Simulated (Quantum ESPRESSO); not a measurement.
**Ta3Cu under changes of volume**

One of the cells (16.942 Å³/atom); the others are scaled copies at fixed shape and fractional positions:

```
CELL_PARAMETERS angstrom
-2.00651 2.00651 4.20817
2.00651 -2.00651 4.20817
2.00651 2.00651 -4.20817
ATOMIC_POSITIONS crystal
Ta 0.50000 0.50000 0.00000
Ta 0.25000 0.75000 0.50000
Ta 0.75000 0.25000 0.50000
Cu 0.00000 0.00000 0.00000
```

The cell comes from a database or a generator and needn't be the stable form of this composition.

| Property | Result |
| --- | --- |
| Program | Quantum ESPRESSO 7.5 |
| Functional | PBEsol |
| Potentials or basis | GBRV 1.5 PBEsol |
| Cutoff | 762 eV |
| Density cutoff | 6095 eV |
| k mesh | 9 × 9 × 9 |
| Occupations | fermi-dirac, width 0.05 eV |
| Spin | no spin polarisation |

| volume (Å³/atom) | energy over the lowest point (meV/atom) | pressure (GPa) |
| --- | --- | --- |
| 15.926 | ? | ? |
| 16.265 | 0.00 | 1.2 |
| 16.604 | 1.63 | -2.8 |
| 16.942 | 11.28 | -6.4 |
| 17.281 | 28.20 | -9.7 |
| 17.620 | 51.67 | -12.6 |
| 17.959 | 81.04 | -15.3 |

Problem. What does the run at 15.926 Å³/atom give?

Solution. Energy over the lowest point 7.22 meV/atom; pressure 5.5 GPa.

Worked out: A Birch-Murnaghan fit of order 3 (a polynomial in V^(-2/3)) to the other rows has its minimum at 16.37 Å³/atom with B0 = V·E''(V) = 197 GPa and B' = 4.0 at fixed shape and positions, which overstates the stiffness. It gives 7.31 meV/atom at 15.926 Å³/atom, against the run's 7.22, and -dE/dV = 5.7 GPa, against 5.5.

Energies are extrapolated to zero smearing.
